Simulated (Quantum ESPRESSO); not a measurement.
Crystal: SiO.

```
CELL_PARAMETERS angstrom
2.80697 0.00000 0.00000
0.00000 2.80697 0.00000
0.00000 0.00000 2.80697
ATOMIC_POSITIONS crystal
Si 0.00000 0.00000 0.00000
O 0.50000 0.50000 0.50000
```

The cell was built by a generator and needn't be a form met in nature.

Base run:

```yaml
Program: Quantum ESPRESSO 7.5
Functional: PBE
Potentials_or_basis: SSSP 1.3 efficiency PBE
Cutoff: 748 eV
Density_cutoff: 5987 eV
k_mesh: 9 × 9 × 9
Occupations: fermi-dirac, width 0.05 eV
Spin: no spin polarisation
```

Its results: band gap on the k mesh none (metal or under the smearing width); pressure 0.0 GPa.

Problem. The run is repeated on the same cell with these changes: potentials or basis from SSSP 1.3 efficiency PBE to SG15 PBE 1.2; cutoff from 748 eV to 1197 eV; density cutoff from 5987 eV to 4789 eV; k mesh from 9 × 9 × 9 to 7 × 7 × 7. What comes out?

Solution. Band gap on the k mesh none (metal or under the smearing width); pressure -1.0 GPa.

Not every run made on this cell is shown here.
